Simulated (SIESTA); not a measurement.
Runs of SIESTA 5.4.2 on NbTe. Symmetry: P-6m2, No. 187, hexagonal system. The conventional cell has a = 3.703 Å, b = 3.703 Å, c = 3.694 Å, α = 90.00°, β = 90.00°, γ = 120.00°. Te (site symmetry -6m2) is surrounded by 6 Nb at 2.83 Å. Nb (site symmetry -6m2) is surrounded by 6 Te at 2.83 Å. The cell comes from a database or a generator and needn't be the stable form of this composition.

```tsv
level	potentials or basis	gap on the mesh (eV)	pressure (GPa)
PBEsol	PseudoDojo 0.4 standard (PBEsol files), DZP (energy shift 0.003 Ry; two zetas on semicore shells)	none	-2.5
PW91	PseudoDojo 0.4 standard (PBE files), DZP (energy shift 0.003 Ry; two zetas on semicore shells)	none	2.4
revPBE	PseudoDojo 0.4 standard (PBE files), DZP (energy shift 0.003 Ry; two zetas on semicore shells)	none	(b)
BLYP	PseudoDojo 0.4 standard (PBE files), DZP (energy shift 0.003 Ry; two zetas on semicore shells)	none	9.0
AM05	PseudoDojo 0.4 standard (PBEsol files), DZP (energy shift 0.003 Ry; two zetas on semicore shells)	none	-3.2
PBE	PseudoDojo 0.4 standard (PBE files), DZP (energy shift 0.003 Ry; two zetas on semicore shells)	none	2.1
LDA	PseudoDojo 0.4 standard (LDA files), DZP (energy shift 0.003 Ry; two zetas on semicore shells)	none	(a)
RPBE	PseudoDojo 0.4 standard (PBE files), DZP (energy shift 0.003 Ry; two zetas on semicore shells)	none	4.3
```

Alike in all rows: task band structure; no spin polarisation; cell as given; k mesh 8 × 8 × 7; smearing fermi-dirac 0.05 eV; grid cutoff 800 Ry; energy shift 0.003 Ry.

Task: Estimate the missing entries.

Result: (a) -4.8; (b) 3.6.

Caveats: spin-orbit coupling is left out, which moves the levels of the heavy elements; the basis of atomic orbitals isn't converged, which shifts pressures, moduli and gaps; the potentials were made for another functional, which shifts forces and pressure (some runs).

A k mesh can miss the band edges, and the runs leave out spin-orbit coupling on Nb, Te.

A gap of «none» marks a metal or a gap under the smearing width.
